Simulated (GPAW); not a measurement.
Crystal: Ta3N.

```xyz
4
Lattice="3.0322 0.0000 0.0000 -1.5161 2.6260 0.0000 0.0000 0.0000 7.5241" Properties=species:S:1:pos:R:3 pbc="T T T"
Ta    1.5161    0.8753    6.2155
Ta    0.0000    1.7507    1.3087
Ta    0.0000    0.0000    3.7621
N     0.0000    0.0000    0.0000
```

The cell comes from a database or a generator and needn't be the stable form of this composition.

Program: GPAW 26.7.0. Alike in all runs: task band structure; no spin polarisation; cell as given; k mesh 7 × 7 × 3; cutoff (eV) 800; smearing fermi-dirac 0.05 eV.

Task: Order these runs on this cell by their pressure, lowest first.
A. level RPBE; potentials or basis the program's PAW data sets (release 1.2.1) made for this functional, pw; band points 80
B. level PBEsol; potentials or basis PAW data sets generated in the run's folder for this functional, pw; band points 80
C. level LDA; potentials or basis the program's PAW data sets (release 1.2.1) made for this functional, pw; band points 60

Result: C (-14.0 GPa), B (-8.0 GPa), A (3.6 GPa).

Runs at the PBE level aren't shown here.
